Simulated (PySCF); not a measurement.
**From one method to the next for MoH4 (triplet)**

What do other methods print for MoH4 (triplet)?

The runs use PySCF 2.14.0; method and basis as typed in the scripts.

## (1) Where the work starts

MoH4 (triplet): 5 atoms, charge 0, spin multiplicity 3.

Bond lengths: Mo1–H2 1.686 Å, Mo1–H3 1.686 Å, Mo1–H4 1.686 Å, Mo1–H5 1.686 Å. Angles: H2–Mo1–H3 109.5°, H2–Mo1–H4 109.5°, H2–Mo1–H5 109.5°, H3–Mo1–H4 109.5°, H3–Mo1–H5 109.5°, H4–Mo1–H5 109.5°.

Coordinates:

```xyz
5
charge 0, multiplicity 3
Mo    0.00000    0.00000    0.00000
H     1.37650    0.00000    0.97330
H    -1.37650    0.00000    0.97330
H     0.00000    1.37650   -0.97330
H     0.00000   -1.37650   -0.97340
```

## (2) Base script

input.py

```python
from pyscf import gto, scf, mp

mol = gto.M(
    atom='Mo 0 0 0; H 1.3765 0 0.9733; H -1.3765 0 0.9733; H 0 1.3765 -0.9733; H 0 -1.3765 -0.9734',
    basis='def2-svp',
    ecp={'Mo': 'def2-svp'},
    charge=0,
    spin=2,
    symmetry=True,
    verbose=3,
)
mf = scf.UHF(mol)
mf.level_shift = 0.3
mf = mf.newton()
mf.kernel()
mp.MP2(mf).kernel()
mf.dip_moment()
print('orbital energies (hartree):', [e[max(0, n-3):n+3].round(4) for e, n in zip(mf.mo_energy, mol.nelec)])
```

Started as:

```console
> OMP_NUM_THREADS=1 python input.py
```

## (3) Mn15 (UKS)

Variant 1 changes functional: none (Hartree–Fock) → mn15; SCF type: UHF → UKS; step after the SCF: mp2 → analyze.

Edit input.py of step 2 so:

```diff
@@ -1,2 +1,2 @@
-from pyscf import gto, scf, mp
+from pyscf import gto, dft
 
@@ -11,3 +11,3 @@
 )
-mf = scf.UHF(mol)
+mf = dft.UKS(mol, xc='mn15')
 mf.level_shift = 0.3
@@ -15,3 +15,3 @@
 mf.kernel()
-mp.MP2(mf).kernel()
+mf.mulliken_pop()
 mf.dip_moment()
```

## (4) O3lyp (UKS)

Variant 2 changes functional: none (Hartree–Fock) → o3lyp; SCF type: UHF → UKS; step after the SCF: mp2 → analyze.

Edit input.py of step 2 so:

```diff
@@ -1,2 +1,2 @@
-from pyscf import gto, scf, mp
+from pyscf import gto, dft
 
@@ -11,3 +11,3 @@
 )
-mf = scf.UHF(mol)
+mf = dft.UKS(mol, xc='o3lyp')
 mf.level_shift = 0.3
@@ -15,3 +15,3 @@
 mf.kernel()
-mp.MP2(mf).kernel()
+mf.mulliken_pop()
 mf.dip_moment()
```

## (5) Bp86 (UKS)

Variant 3 changes functional: none (Hartree–Fock) → bp86; SCF type: UHF → UKS; step after the SCF: mp2 → analyze.

Edit input.py of step 2 so:

```diff
@@ -1,2 +1,2 @@
-from pyscf import gto, scf, mp
+from pyscf import gto, dft
 
@@ -11,3 +11,3 @@
 )
-mf = scf.UHF(mol)
+mf = dft.UKS(mol, xc='bp86')
 mf.level_shift = 0.3
@@ -15,3 +15,3 @@
 mf.kernel()
-mp.MP2(mf).kernel()
+mf.mulliken_pop()
 mf.dip_moment()
```

Before running it: what results should come out? Wanted: for each run, E(SCF); from base; SCF dipole; after the SCF.

**Answer**, as computed:

```tsv
run	E(SCF) (hartree)	from base (eV)	SCF dipole (D)	after the SCF
base	-69.736046	0	0.00	MP2 correlation -8.845 eV
mn15 (UKS)	-70.315839	not comparable	0.00	n/a
o3lyp (UKS)	-70.554677	not comparable	0.00	n/a
bp86 (UKS)	-70.573148	not comparable	0.00	n/a
```

What this shows: Total energies of different functionals can't be compared with each other; differences within one functional can. The dearest run is “mn15 (UKS)”, at 14 s against 1.4 s.
